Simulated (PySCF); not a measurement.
# Rb²⁺: basis, grid and Hamiltonian

The method stays; parts of the set-up, such as the basis or the Hamiltonian, are changed.

Computed with PySCF 2.14.0. Level: each script names its method and basis.

5 further runs of the same task are left out: 3 for a known fault of the program, 2 that didn't finish.

## 1. The atom

Rb²⁺: 1 atom, charge 2, spin multiplicity 2.

## 2. The base run

input.py

```python
from pyscf import gto, dft

mol = gto.M(
    atom='Rb 0 0 0',
    basis='def2-tzvp',
    ecp={'Rb': 'def2-tzvp'},
    charge=2,
    spin=1,
    verbose=3,
)
mf = dft.UKS(mol, xc='b3lyp')
mf.kernel()
mf.mulliken_pop()
mf.dip_moment()
print('orbital energies (hartree):', [e[max(0, n-3):n+3].round(4) for e, n in zip(mf.mo_energy, mol.nelec)])
```

On the command line:

```bash
> python input.py
```

Its log is not repeated here.

In short: E(SCF) = -22.927032 Eh, ⟨S²⟩ = 0.751.

## 3. Density fitting auto

Variant 1 changes density fitting: none → auto.

input.py

```python
from pyscf import gto, dft

mol = gto.M(
    atom='Rb 0 0 0',
    basis='def2-tzvp',
    ecp={'Rb': 'def2-tzvp'},
    charge=2,
    spin=1,
    verbose=3,
)
mf = dft.UKS(mol, xc='b3lyp')
mf = mf.density_fit()
mf.kernel()
mf.mulliken_pop()
mf.dip_moment()
print('orbital energies (hartree):', [e[max(0, n-3):n+3].round(4) for e, n in zip(mf.mo_energy, mol.nelec)])
```

On the command line:

```bash
> python input.py
```

## 4. Lanl2dz

Variant 2 changes basis set: def2-tzvp → lanl2dz. The core potential changes with it: totals don't compare.

Changes to input.py since step 2:

```diff
@@ -4,4 +4,4 @@
     atom='Rb 0 0 0',
-    basis='def2-tzvp',
-    ecp={'Rb': 'def2-tzvp'},
+    basis='lanl2dz',
+    ecp={'Rb': 'lanl2dz'},
     charge=2,
```

## 5. Def2-qzvp

Variant 3 changes basis set: def2-tzvp → def2-qzvp.

Changes to input.py since step 2:

```diff
@@ -4,4 +4,4 @@
     atom='Rb 0 0 0',
-    basis='def2-tzvp',
-    ecp={'Rb': 'def2-tzvp'},
+    basis='def2-qzvp',
+    ecp={'Rb': 'def2-qzvp'},
     charge=2,
```

## 6. Cartesian functions on

Variant 4 changes Cartesian functions: off → on.

Changes to input.py since step 2:

```diff
@@ -8,2 +8,3 @@
     spin=1,
+    cart=True,
     verbose=3,
```

## 7. Integration grid 1

Variant 5 changes integration grid: default → 1.

Changes to input.py since step 2:

```diff
@@ -11,2 +11,3 @@
 mf = dft.UKS(mol, xc='b3lyp')
+mf.grids.level = 1
 mf.kernel()
```

Q: Predict the outcome of this session. Wanted: for each run, E(SCF); from base.

**Answer**, as computed:

```
                   run  E(SCF) (hartree)  from base (eV)  functions
                  base        -22.927032               0         33
  density fitting auto        -22.927037         -0.0001         33
               lanl2dz        -22.679547  not comparable         12
             def2-qzvp        -22.929929         -0.0788         49
Cartesian functions on        -22.927041         -0.0002        n/a
    integration grid 1        -22.927032          0.0000         33
```

In words: With integration grid 1 the SCF ends at the base energy. Of the runs whose energies can be compared, “def2-qzvp” moves the SCF energy most (-0.079 eV). def2-qzvp (49 functions) gives an energy 0.08 eV lower than def2-tzvp (33).
